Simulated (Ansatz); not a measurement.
Consider an atomisation energy of C2H8SeSi, SMILES CC[Se][SiH3] (Ansatz 0.2.0, Python API).

The script, `c2h8sesi_tae.py`:
```python
# -*- coding: utf-8 -*-
"""Atomisation energy of C2H8SeSi at the given geometry."""

from collections import Counter

import ansatz as az


def single_point(molecule, charge=0, unpaired=0):
    calc = molecule.calculation().basis(gaussian="cc-pVDZ").functional("PBE")
    if charge:
        calc = calc.charge(charge)
    if unpaired:
        calc = calc.spin("collinear", total=unpaired)
    return calc.run(threads=1).report["free_energy_ev"]


def main():
    molecule = (
        az.Crystal.molecule()
        .atom("C", (-0.2583, 1.9452, 0.7075))
        .atom("C", (-0.2451, 0.4914, 0.4307))
        .atom("Se", (0.7107, 0.1515, -1.2304))
        .atom("Si", (0.5413, -2.0961, -1.0048))
        .atom("H", (0.7205, 2.3966, 0.7834))
        .atom("H", (-0.8685, 2.1953, 1.6334))
        .atom("H", (-0.7984, 2.5049, -0.1381))
        .atom("H", (-1.2337, 0.1084, 0.3314))
        .atom("H", (0.2742, 0.0094, 1.3225))
        .atom("H", (1.1161, -2.7885, -2.1079))
        .atom("H", (1.0673, -2.556, 0.28))
        .atom("H", (-0.9491, -2.4172, -0.974))
    )

    # Hund ground states
    unpaired = {"C": 2, "Se": 2, "Si": 2, "H": 1}
    counts = Counter(site.symbol for site in molecule.cartesian_sites)
    atom_energy = {s: single_point(az.Crystal.molecule().atom(s, (0, 0, 0)), 0, unpaired[s]) for s in counts}
    whole = single_point(molecule, 0, 0)
    for s, e in atom_energy.items():
        print(f"{s:2s} x{counts[s]}  {e:14.5f} eV")
    print(f"C2H8SeSi: {whole:.5f} eV")
    split = sum(counts[s] * e for s, e in atom_energy.items()) - whole
    print(f"atomisation energy (no zero-point term): {23.060548 * split:.1f} kcal/mol, {split / sum(counts.values()):.3f} eV an atom")


if __name__ == "__main__":
    main()
```

What does it cost to take this molecule apart into atoms?

957.0 kcal/mol from the electronic energies, without the zero-point term.

The output:

```console
$ python c2h8sesi_tae.py
C  x2     -1028.27851 eV
Se x1    -65337.17072 eV
Si x1     -7870.05275 eV
H  x8       -13.56836 eV
C2H8SeSi: -75413.82756 eV
atomisation energy (no zero-point term): 957.0 kcal/mol, 3.458 eV an atom
```

The settings weren't tested for convergence. The geometry is a force-field or estimated start, not a minimum of this method, and the basis set is short of its limit. All parts are taken at fixed geometry, without zero-point energy. For Al to Cl the sets with a tight d function, cc-pV(X+d)Z, are usual. This functional overbinds, so such energies come out a few per cent too high (LDA far more). The spin-orbit lowering of heavy atoms is left out. Finished in 3.6 s on 1 thread of Intel(R) Xeon(R) 6975P-C (Granite Rapids), on a shared host, peak memory 0.23 GiB.

(A comment or docstring line of the script was reworded after the run, the code is as it ran; lines on the test bed's own set-up are left out of the output.)
